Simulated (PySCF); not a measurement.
# C5H10NP: the cost of one run

Programs: PySCF 2.14.0, with routines of our own; each step states its level. All values are computed. Atoms count from 0.

## 1. The starting structure

17 atoms, charge 0, multiplicity 1; geometry from: GFN2-xTB.

## 2. Relaxing the molecule at PBE/def2-SV(P)

What the job is given:

```
{"job": {"xc": "PBE", "basis": "def2-SV(P)", "grid": 1, "kind": "geom"}, "charge": 0, "multiplicity": 1}
C      2.181112    -0.851077     0.111885
C      0.887577    -0.117370     0.001043
C      0.436191     0.541851    -1.058298
C     -0.900735     1.204219    -0.944494
C     -1.285299     1.207396     0.538283
P     -0.302035    -0.109981     1.419629
N     -1.284458    -1.453716     1.023610
H      2.005630    -1.892019     0.387196
H      2.794021    -0.405546     0.895017
H      2.731454    -0.822327    -0.827067
H      0.975775     0.611114    -1.993420
H     -1.634586     0.649711    -1.538407
H     -0.865965     2.219851    -1.346028
H     -1.019585     2.165002     0.991688
H     -2.349165     1.039959     0.705352
H     -1.295112    -1.703841     0.039788
H     -1.081820    -2.271198     1.584314
```

Command:

```bash
> OMP_NUM_THREADS=1 python excited_run.py task.json out
```

One launch serves the whole session: the jobs run in the order shown.

**Question.** How long does this first job take on 1 thread of Arm Neoverse V2, shared host, and how much memory does it need?

About 74 s, with a peak of 0.59 GiB.
